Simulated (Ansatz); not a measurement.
# Cl2H4O2Si2: up Jacob's ladder to CCSD(T)

An exercise on one series of results from a longer session: the logs are not shown, and one member is left open.

Computed with Ansatz 0.2.0, Gaussian basis. Level: functionals in def2-TZVPP, the program's frozen cores in correlated methods.

Plan: PBE-D4, r2SCAN-D4, PBE0-D4, B3LYP-D4, ωB97X-V, ωB97M-V, B2PLYP; CCSD(T)/def2-TZVPP; MP2/def2-QZVPP; extrapolation to the limit.

**The relaxed structure**

The geometry comes from an earlier relaxation with PBE0-D4 in a triple-zeta def2 set; it is a stationary point, not always the lowest conformer.

10 atoms, charge 0, spin multiplicity 1.

Atoms are counted from 1 here; the program's logs count them from 0.

Bond lengths: O1–Si2 1.639 Å, O1–H7 0.960 Å, Si2–O3 1.641 Å, Si2–Si4 2.346 Å, Si2–H8 1.482 Å, O3–H9 0.959 Å, Si4–Cl5 2.065 Å, Si4–Cl6 2.053 Å, Si4–H10 1.480 Å. Angles: Si2–O1–H7 117.2°, O1–Si2–O3 114.4°, O1–Si2–Si4 108.6°, O1–Si2–H8 104.6°, O3–Si2–Si4 103.2°, O3–Si2–H8 111.6°, Si4–Si2–H8 114.8°, Si2–O3–H9 118.9°, Si2–Si4–Cl5 105.4°, Si2–Si4–Cl6 109.9°, Si2–Si4–H10 118.2°, Cl5–Si4–Cl6 108.8°, Cl5–Si4–H10 106.9°, Cl6–Si4–H10 107.3°.

As a file:

```xyz
10
charge 0, multiplicity 1
O    -1.6201    0.7781   -0.6946
Si   -0.7619   -0.0189    0.4521
O    -0.9877   -1.6448    0.4600
Si    1.5222    0.2024   -0.0351
Cl    1.6515    0.1623   -2.0960
Cl    2.2055    2.0188    0.6354
H    -1.3354    0.6767   -1.6061
H    -1.1859    0.5967    1.7318
H    -1.8547   -1.9911    0.6799
H     2.4495   -0.8315    0.4754
```

The first run:

The input, in.yaml:

```yaml
crystal:
  periodic: [false, false, false]
  atoms:
    - {symbol: O, position_ang: [-1.620092, 0.778120, -0.694573]}
    - {symbol: Si, position_ang: [-0.761946, -0.018949, 0.452147]}
    - {symbol: O, position_ang: [-0.987659, -1.644806, 0.459996]}
    - {symbol: Si, position_ang: [1.522247, 0.202379, -0.035057]}
    - {symbol: Cl, position_ang: [1.651509, 0.162343, -2.095961]}
    - {symbol: Cl, position_ang: [2.205521, 2.018817, 0.635412]}
    - {symbol: H, position_ang: [-1.335360, 0.676671, -1.606106]}
    - {symbol: H, position_ang: [-1.185914, 0.596712, 1.731814]}
    - {symbol: H, position_ang: [-1.854712, -1.991072, 0.679881]}
    - {symbol: H, position_ang: [2.449505, -0.831515, 0.475446]}
basis:
  gaussian: {orbitals: def2-TZVPP}
hamiltonian: {xc: pbe, dispersion: d4}
output: {forces: true, orbitals: {seedname: orbitals}}
```

The run is started by

```sh
> ansatz run in.yaml --threads 2 --pin off --events-out ev --progress --plain --max-ram 22528MiB --backend cuda --devices 0, --max-vram 18GiB
```

Steps of the session up to this table: PBE-D4 (GGA); r2SCAN-D4 (meta-GGA); PBE0-D4 (hybrid); B3LYP-D4 (hybrid); ωB97X-V (range-separated); ωB97M-V (range-separated); B2PLYP (double hybrid); CCSD(T) in def2-TZVPP; MP2 in def2-QZVPP.

One table of the session follows, with a row left open; its other results are not shown here.

```
            method  atomisation energy (kJ/mol)
            PBE-D4                       3570.0
         r2SCAN-D4                       3552.5
           PBE0-D4                       3505.7
          B3LYP-D4                       3503.0
           ωB97X-V                       3559.1
           ωB97M-V                       3553.3
            B2PLYP                       3474.6
     HF/def2-TZVPP                            ?
    MP2/def2-TZVPP                       3535.1
   CCSD/def2-TZVPP                       3371.6
CCSD(T)/def2-TZVPP                       3431.6
           MP2/CBS                       3662.8
       CCSD(T)/CBS                       3559.3
```

**Question.** Estimate the row for HF/def2-TZVPP.

The run gave: atomisation energy (kJ/mol): 2542.3. In the column «atomisation energy (kJ/mol)» it is the lowest.

Caveats from the session: Free atoms (2 O, 2 Si, 2 Cl, 4 H) were run apart at each level; the atomisation energy is their sum less the molecule, without zero-point or spin-orbit terms.
